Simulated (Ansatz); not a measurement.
# AlGeH₂+ (quintet): from Hartree-Fock to the top rungs, cc-pVDZ

The task here is to estimate one member of a computed series from the others.

Method: cc-pVDZ, core rule «outside noble gas», up to 19 orbitals frozen; program: Ansatz 0.2.0, Gaussian basis.

The runs, in order: UHF; CCSD(T) on ROHF; CCSD(T) on UHF; BCCD(T) on ROHF; CISD; CCSDT(Q) on ROHF; CCSDT(Q) on UHF; CASSCF and MRCISD+Q, 8 electrons in 10 orbitals; CASSCF and NEVPT2, 8 electrons in 10 orbitals.

23 further runs of the same task are left out: 2 for a known fault of the program, 9 that didn't finish, 12 set aside as unsound or not needed.

**What is computed**

The geometry is a PBE0/def2-TZVP stationary point (not a proven minimum) of the parent state, kept for this charge and spin. No spin-orbit coupling is included. The filled d shell of Ge may be among the frozen orbitals whatever the setting's name suggests; the logs give the count.

4 atoms, charge 1, spin multiplicity 5.

Atoms are counted from 1 here; the program's logs count them from 0.

Bond lengths: Ge1–Al2 2.591 Å, Ge1–H3 1.715 Å, Al2–H3 1.819 Å, Al2–H4 1.618 Å. Angles: Al2–Ge1–H3 44.4°, Ge1–Al2–H3 41.3°, Ge1–Al2–H4 102.7°, H3–Al2–H4 144.0°, Ge1–H3–Al2 94.3°.

Set-up of the first run:

The input, in.yaml:

```yaml
crystal:
  periodic: [false, false, false]
  atoms:
    - {symbol: Ge, position_ang: [0.000000, -0.029427, 0.728639]}
    - {symbol: Al, position_ang: [0.000000, 0.088406, -1.859750]}
    - {symbol: H, position_ang: [0.000000, 1.225864, -0.440379]}
    - {symbol: H, position_ang: [0.000000, -1.471647, -2.287408]}
basis:
  gaussian: {orbitals: cc-pVDZ}
total_charge: 1
magnetization: {spin_polarized: true, initial_magnetization: 4}
hamiltonian: {xc: hf}
output: {orbitals: {seedname: orbitals}}
```

On the command line:

```sh
> ansatz run in.yaml --threads 1 --pin off --events-out ev --progress --plain --max-ram 2393MiB
```

Among the steps run: UHF; CCSD(T) on ROHF; CCSD(T) on UHF; BCCD(T) on ROHF; CISD; CCSDT(Q) on ROHF; CCSDT(Q) on UHF; CASSCF and MRCISD+Q, 8 electrons in 10 orbitals; CASSCF and NEVPT2, 8 electrons in 10 orbitals.

One table of the session follows, with a row left open; its other results are not shown here.

It belongs to the step «Misses and costs». 

| method | from RCCSDT(Q) (kcal/mol) |
| --- | --- |
| ROHF | +78.13 |
| UHF | +75.64 |
| RMP2 | +22.40 |
| UMP2 | +21.53 |
| CISD | +6.16 |
| RCCSD | +3.51 |
| UCCSD | +2.90 |
| RCCSD(T) | ? |
| UCCSD(T) | +0.52 |
| BCCD(T) | +0.98 |
| RCCSDT | +0.12 |
| UCCSDT | -0.37 |
| RCCSDT(Q) | 0 |
| UCCSDT(Q) | -0.49 |
| CASSCF valence | +43.74 |
| NEVPT2 valence | +12.86 |
| MRCISD valence | +2.55 |
| MRCISD+Q valence | +0.57 |

**Question.** Estimate the row for RCCSD(T).

As computed: from RCCSDT(Q) (kcal/mol): +1.05. In the column «from RCCSDT(Q) (kcal/mol)» it lies between BCCD(T) (+0.98) and MRCISD valence (+2.55).

Limits of these values: Restricted and unrestricted rows rest on different reference determinants; where their highest levels disagree by more than a few hundredths of an eV, they describe different states and don't form one ladder.
